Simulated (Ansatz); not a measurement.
Geometry optimisation, Ansatz, DFT PBEsol, scalar-relativistic, plane waves, PAW.

Input file:

```yaml
crystal:
  lattice:
    - [0.0, 5.43, 5.43]
    - [5.43, 0.0, 5.43]
    - [5.43, 5.43, 0.0]
  atoms:
    - { symbol: Si, position: [0.0, 0.0, 0.0] }
    - { symbol: Si, position: [0.125, 0.125, 0.125] }
    - { symbol: Si, position: [0.0, 0.0, 0.5] }
    - { symbol: Si, position: [0.125, 0.125, 0.625] }
    - { symbol: Si, position: [0.0, 0.5, 0.0] }
    - { symbol: Si, position: [0.125, 0.625, 0.125] }
    - { symbol: Si, position: [0.0, 0.5, 0.5] }
    - { symbol: Si, position: [0.125, 0.625, 0.625] }
    - { symbol: Si, position: [0.5, 0.0, 0.0] }
    - { symbol: Si, position: [0.625, 0.125, 0.125] }
    - { symbol: Si, position: [0.5, 0.0, 0.5] }
    - { symbol: Si, position: [0.625, 0.125, 0.625] }
    - { symbol: Si, position: [0.5, 0.5, 0.0] }
    - { symbol: Si, position: [0.625, 0.625, 0.125] }
    - { symbol: Si, position: [0.5, 0.5, 0.5] }
    - { symbol: Si, position: [0.625, 0.625, 0.625] }
    - { symbol: B, position: [0.38362287, 0.87330061, 0.37737436], spin: 1.0 }
magnetization:
  spin_polarized: true
basis:
  ecutwfc: 420.0
kpoints:
  mp_grid: { grid: [2, 2, 2] }
hamiltonian:
  xc: pbesol
scf:
  occupations: { method: gaussian, width: 0.02 }
  lower_state_search: "off"
relax:
  f_tol: 0.03
  max_steps: 60
  adjacent_minimum: "off"
output:
  write_density: true
  write_potential: true
  elf: true
  volumetric_format: npy
```

Command:

```bash
$ ansatz run input.yaml --threads 2 --pin off --max-ram 5120MiB --backend cpu --events-out ev --progress --plain --runs-dir out
```

Q: Where does it end, and by what steps?

A: It converged. The force dipped under the threshold on the way, but the program's further checks kept it going. Limits of this set-up: a small cell, in which the defect meets its images, a typed lattice constant that wasn't relaxed here. After 3 steps the energy has fallen by 0.086 eV; Si3 moved furthest, 0.07 Å.

| step | energy less start (eV) | largest force component (eV/Å) | accepted |
| --- | --- | --- | --- |
| 0 | 0.0000 | 0.392 | yes |
| 1 | -0.0691 | 0.160 | yes |
| 2 | -0.0855 | 0.029 | yes |
| 3 | -0.0855 | 0.029 | yes |

```xyz
17
Lattice="0.0000 5.4300 5.4300 5.4300 0.0000 5.4300 5.4300 5.4300 0.0000" Properties=species:S:1:pos:R:3
Si 0.005 -0.006 0.005
Si 1.357 1.332 1.354
Si 2.675 2.756 0.040
Si 4.099 4.071 1.358
Si 2.705 -0.009 2.706
Si 4.073 1.348 4.066
Si 5.433 2.717 2.710
Si 6.785 4.068 4.046
Si 0.034 2.750 2.680
Si 1.361 4.071 4.098
Si 2.694 5.407 2.693
Si 4.073 6.809 4.086
Si 2.714 2.711 5.428
Si 4.044 4.068 6.783
Si 5.460 5.398 5.460
Si 6.790 6.812 6.787
B 6.789 4.131 6.825
```

Whether the end is a true minimum wasn't checked by a vibrational analysis.

Time of the run: 20 s on 2 threads of INTEL(R) XEON(R) PLATINUM 8581C CPU @ 2.30GHz (Emerald Rapids), on a shared host, peak memory 0.78 GiB.
